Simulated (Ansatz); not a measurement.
# B2FGaH4O: the cost of one run

Computed with Ansatz 0.2.0, Gaussian basis. Level: the settings change from run to run.

### 1 The geometry

An earlier PBE0-D4 in a triple-zeta def2 set relaxation fixed the geometry.

9 atoms, charge 0, spin multiplicity 1.

Atoms are counted from 1 here; the program's logs count them from 0.

Bond lengths: O1–Ga2 1.795 Å, O1–H6 0.959 Å, Ga2–B3 2.087 Å, Ga2–H7 1.563 Å, B3–B4 1.655 Å, B3–H8 1.200 Å, B4–F5 1.330 Å, B4–H9 1.210 Å. Angles: Ga2–O1–H6 114.9°, O1–Ga2–B3 118.3°, O1–Ga2–H7 111.8°, B3–Ga2–H7 129.8°, Ga2–B3–B4 122.6°, Ga2–B3–H8 115.9°, B4–B3–H8 121.2°, B3–B4–F5 124.2°, B3–B4–H9 119.4°, F5–B4–H9 116.3°.

### 2 SPW92/def2-mTZVP

Set apart from the defaults: high accuracy.

The input, in.yaml:

```yaml
crystal:
  periodic: [false, false, false]
  atoms:
    - {symbol: O, position_ang: [-2.149627, 0.213120, 1.439365]}
    - {symbol: Ga, position_ang: [-0.486010, -0.447183, 1.300336]}
    - {symbol: B, position_ang: [0.362003, -0.603827, -0.600512]}
    - {symbol: B, position_ang: [1.293423, 0.593246, -1.263870]}
    - {symbol: F, position_ang: [0.814912, 1.594367, -1.996713]}
    - {symbol: H, position_ang: [-2.547538, 0.482440, 0.609415]}
    - {symbol: H, position_ang: [0.104901, -0.832235, 2.695590]}
    - {symbol: H, position_ang: [0.213346, -1.656847, -1.156649]}
    - {symbol: H, position_ang: [2.483091, 0.610719, -1.044161]}
basis:
  gaussian: {orbitals: def2-mTZVP}
hamiltonian: {xc: {name: SPW92}}
accuracy: high
output: {forces: true}
```

On the command line:

```
$ ansatz run in.yaml --threads 4 --pin off --events-out ev --progress --plain --max-ram 10444MiB
```

What time and memory should one allow on 4 threads of Arm Neoverse V1, shared host?

About 3.8 s, with a peak of 0.39 GiB.
